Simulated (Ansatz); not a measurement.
**C2H5ClOSi: a ladder of functionals and wavefunction methods**

How much do the methods differ for C2H5ClOSi? The plan is to run it at one geometry with functionals of several rungs and with coupled cluster. The yardstick is the atomisation energy at the CCSD(T) limit.

Program: Ansatz 0.2.0, Gaussian basis. Level of theory: functionals in def2-TZVPP, the program's frozen cores in correlated methods. These are calculated values, not measurements.

The runs, in order: PBE-D4, r2SCAN-D4, PBE0-D4, B3LYP-D4, ωB97X-V, ωB97M-V, B2PLYP; CCSD(T)/def2-TZVPP; MP2/def2-QZVPP; extrapolation to the limit.

**1. The geometry**

The geometry comes from an earlier relaxation with PBE0-D4 in a triple-zeta def2 set; it is a stationary point, not always the lowest conformer.

SMILES `C=C(Cl)O[SiH3]`, 10 atoms, charge 0, spin multiplicity 1.

Atoms are counted from 1 here; the program's logs count them from 0.

Bond lengths: C1–C2 1.324 Å, C1–H6 1.078 Å, C1–H7 1.081 Å, C2–Cl3 1.744 Å, C2–O4 1.331 Å, O4–Si5 1.669 Å, Si5–H8 1.479 Å, Si5–H9 1.482 Å, Si5–H10 1.482 Å. Angles: C2–C1–H6 120.8°, C2–C1–H7 119.2°, H6–C1–H7 120.0°, C1–C2–Cl3 121.0°, C1–C2–O4 124.2°, Cl3–C2–O4 114.8°, C2–O4–Si5 129.4°, O4–Si5–H8 102.9°, O4–Si5–H9 111.0°, O4–Si5–H10 111.0°, H8–Si5–H9 110.7°, H8–Si5–H10 110.6°, H9–Si5–H10 110.5°.

**2. PBE-D4 (GGA)**

Contents of in.yaml:

```yaml
crystal:
  periodic: [false, false, false]
  atoms:
    - {symbol: C, position_ang: [-1.351785, 1.317358, 0.993402]}
    - {symbol: C, position_ang: [-0.308728, 0.618761, 0.573412]}
    - {symbol: Cl, position_ang: [1.262511, 0.823616, 1.301364]}
    - {symbol: O, position_ang: [-0.355479, -0.276891, -0.410083]}
    - {symbol: Si, position_ang: [0.866326, -1.222914, -1.040821]}
    - {symbol: H, position_ang: [-1.252448, 2.030644, 1.795855]}
    - {symbol: H, position_ang: [-2.312211, 1.166395, 0.519858]}
    - {symbol: H, position_ang: [0.175431, -1.993839, -2.096931]}
    - {symbol: H, position_ang: [1.420495, -2.130378, -0.009146]}
    - {symbol: H, position_ang: [1.939089, -0.383853, -1.624008]}
basis:
  gaussian: {orbitals: def2-TZVPP}
hamiltonian: {xc: pbe, dispersion: d4}
output: {forces: true, orbitals: {seedname: orbitals}}
```

Launch:

```console
ansatz run in.yaml --threads 4 --pin off --events-out ev --progress --plain --max-ram 10444MiB
```

Further steps of the session: r2SCAN-D4 (meta-GGA); PBE0-D4 (hybrid); B3LYP-D4 (hybrid); ωB97X-V (range-separated); ωB97M-V (range-separated); B2PLYP (double hybrid); CCSD(T) in def2-TZVPP; MP2 in def2-QZVPP.

**Question.** What will the summary of the whole plan be? Wanted: atomisation energy, CCSD(T)/CBS; farthest; mean size of error, hybrid; mean size of error, range-separated; gap, smallest and largest; T1 diagnostic; triples share of the correlation energy.

**Answer**, as computed:

| quantity | value |
| --- | --- |
| atomisation energy, CCSD(T)/CBS | 877.5 kcal/mol |
| functionals within 4.4 kcal/mol (0.5 %) | r2SCAN-D4, PBE0-D4, B3LYP-D4, ωB97X-V, ωB97M-V |
| farthest | PBE-D4 (+18.7 kcal/mol) |
| mean size of error, hybrid | 1.1 kcal/mol |
| mean size of error, range-separated | 2.9 kcal/mol |
| gap, smallest and largest | 4.94 eV (PBE-D4), 11.39 eV (ωB97X-V) |
| T1 diagnostic | 0.0117 |
| triples share of the correlation energy | 4.1 % |

**Reading.** PBE-D4 misses by +18.7 kcal/mol. Double hybrids carry the basis error of their MP2 part in triple zeta, and no dispersion term here, so their miss is partly the set-up's. The reference freezes the cores and leaves out relativity and excitations past (T), so misses under about 4.4 kcal/mol can't be ranked. Hartree-Fock recovers 72 % of the binding; the rest is correlation. The gap grows from 4.9 to 11.4 eV across the functionals, mostly with the share of exact exchange.
